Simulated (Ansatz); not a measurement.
# RuF3: a short molecular-dynamics run

Aim: set RuF3 (a randomly packed cell, 8 atoms, not relaxed) in motion for 20 steps of 1.5 fs under a Langevin thermostat at 900 K, and see how temperature, energy and positions respond.

All numbers below are computed with Ansatz 0.2.0 (DFT PBE, plane waves, PAW, scalar-relativistic, no spin polarisation).

The cell holds 8 atoms (F6Ru2): a = 5.341 Å, b = 4.314 Å, c = 4.474 Å, α = 89.34°, β = 89.15°, γ = 91.20°.

Coordinates:

```
Ru F
1.0
     5.34056   -0.05904    0.02674
    -0.04064    4.28464   -0.49856
     0.05068    0.56836    4.43774
Ru F
2 6
Cartesian
  3.0142 1.9341 0.1565
  0.2476 0.9171 1.2199
  2.3259 4.1172 1.0228
  0.8187 3.5723 3.8641
  2.3713 4.4999 3.3863
  4.2363 0.3971 3.3027
  2.6045 1.3632 2.4911
  3.2254 3.1886 2.2840
```

The structure above is the start of the run; the results belong to its end.

```
                             quantity                             value
                               length                20 steps of 1.5 fs
     temperature, first and last step                    788 and 9853 K
             temperature, second half  mean 6936 K, from 3925 to 9853 K
        potential energy, second half      -894 meV/atom from the start
mean square displacement, second half              F 0.252, Ru 0.008 Å²
```

In words: Against a set 900 K the second half averages 6936 K, going from 3925 to 9853 K over that half; the potential energy of that half lies 894 meV/atom under the start, so the atoms have moved to lower-lying arrangements, and the energy set free heats the cell. Over the second half F atoms stand 0.5 Å (root mean square) from where they began, and the farthest move is 1.0 Å. A run of 30 fs with 8 atoms shows the motion but fixes no equilibrium value. The k-mesh is coarse.

Which input would start the first run of this session?

The input that was used; it is not the only one that fits:

The input, input.yaml:

```yaml
crystal:
  lattice:
    - [5.340563, -0.059044, 0.026742]
    - [-0.04064, 4.284638, -0.498562]
    - [0.050677, 0.568358, 4.437739]
  atoms:
    - { symbol: Ru, position: [0.567028, 0.4483, 0.082216] }
    - { symbol: Ru, position: [0.044908, 0.175607, 0.294356] }
    - { symbol: F, position: [0.439385, 0.923011, 0.331524] }
    - { symbol: F, position: [0.149694, 0.709835, 0.94959] }
    - { symbol: F, position: [0.442956, 0.941455, 0.86617] }
    - { symbol: F, position: [0.786243, 0.005334, 0.740081] }
    - { symbol: F, position: [0.484008, 0.247065, 0.586178] }
    - { symbol: F, position: [0.603515, 0.674669, 0.586837] }
kpoints:
  mp_grid: { grid: [3, 4, 3] }
magnetization:
  spin_polarized: false
scf:
  occupations: { method: fermi_dirac, width: 0.1 }
hamiltonian:
  pseudopotentials: { kind: paw }
  xc: pbe
basis:
  ecutwfc: 420
md:
  timestep: 1.5
  n_steps: 20
  ensemble: nvt_langevin
  temperature: 900.0
  initial_velocities: maxwell_boltzmann
  seed: 167005
```

The run is started by

```console
$ ansatz run input.yaml --threads 2 --pin off --max-ram 2560MiB --backend cpu --events-out ev --progress --plain --runs-dir out
```
